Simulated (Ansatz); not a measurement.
# CH7NOSi: the cost of one run

Program: Ansatz 0.2.0, Gaussian basis. Level of theory: the settings change from run to run. These are calculated values, not measurements.

**1. The molecule**

The geometry comes from an earlier relaxation with PBE0-D4 in a triple-zeta def2 set; it is a stationary point, not always the lowest conformer.

11 atoms, charge 0, spin multiplicity 1.

Atoms are counted from 1 here; the program's logs count them from 0.

Bond lengths: C1–N2 1.446 Å, C1–H5 1.097 Å, C1–H6 1.093 Å, C1–H7 1.094 Å, N2–Si3 1.705 Å, N2–H8 1.008 Å, Si3–O4 1.652 Å, Si3–H9 1.479 Å, Si3–H10 1.489 Å, O4–H11 0.958 Å. Angles: N2–C1–H5 113.4°, N2–C1–H6 109.4°, N2–C1–H7 111.4°, H5–C1–H6 107.5°, H5–C1–H7 107.9°, H6–C1–H7 107.0°, C1–N2–Si3 125.5°, C1–N2–H8 113.7°, Si3–N2–H8 118.5°, N2–Si3–O4 118.0°, N2–Si3–H9 107.7°, N2–Si3–H10 105.4°, O4–Si3–H9 103.4°, O4–Si3–H10 108.6°, H9–Si3–H10 114.2°, Si3–O4–H11 117.8°.

**2. PBE-QIDH/ANO-RCC-VTZP**

This run has unrestricted orbitals, atoms shaken by 0.15 Å.

File in.yaml:

```yaml
crystal:
  periodic: [false, false, false]
  atoms:
    - {symbol: C, position_ang: [-0.994727, 0.979159, -0.505034]}
    - {symbol: N, position_ang: [-0.562008, 0.120553, 0.601465]}
    - {symbol: Si, position_ang: [1.031628, -0.691158, 0.335402]}
    - {symbol: O, position_ang: [1.174141, -1.867841, -0.787603]}
    - {symbol: H, position_ang: [-1.862309, 0.610308, -1.344225]}
    - {symbol: H, position_ang: [-0.226427, 1.508590, -0.777997]}
    - {symbol: H, position_ang: [-1.892651, 1.911205, 0.484096]}
    - {symbol: H, position_ang: [-1.231997, -0.313152, 0.986893]}
    - {symbol: H, position_ang: [1.123374, -1.683874, 1.927413]}
    - {symbol: H, position_ang: [2.077720, 0.494864, 0.149177]}
    - {symbol: H, position_ang: [1.428527, -1.379346, -1.541680]}
basis:
  gaussian: {orbitals: ANO-RCC-VTZP}
magnetization: {spin_polarized: true, initial_magnetization: 0}
hamiltonian: {xc: {name: PBE-QIDH}}
```

Command:

```bash
ansatz run in.yaml --threads 2 --pin off --events-out ev --progress --plain --max-ram 4352MiB
```

**Question.** How long does this run take on 2 threads of Arm Neoverse V2, shared host, and how much memory does it need?

About 26 s, with a peak of 0.75 GiB.
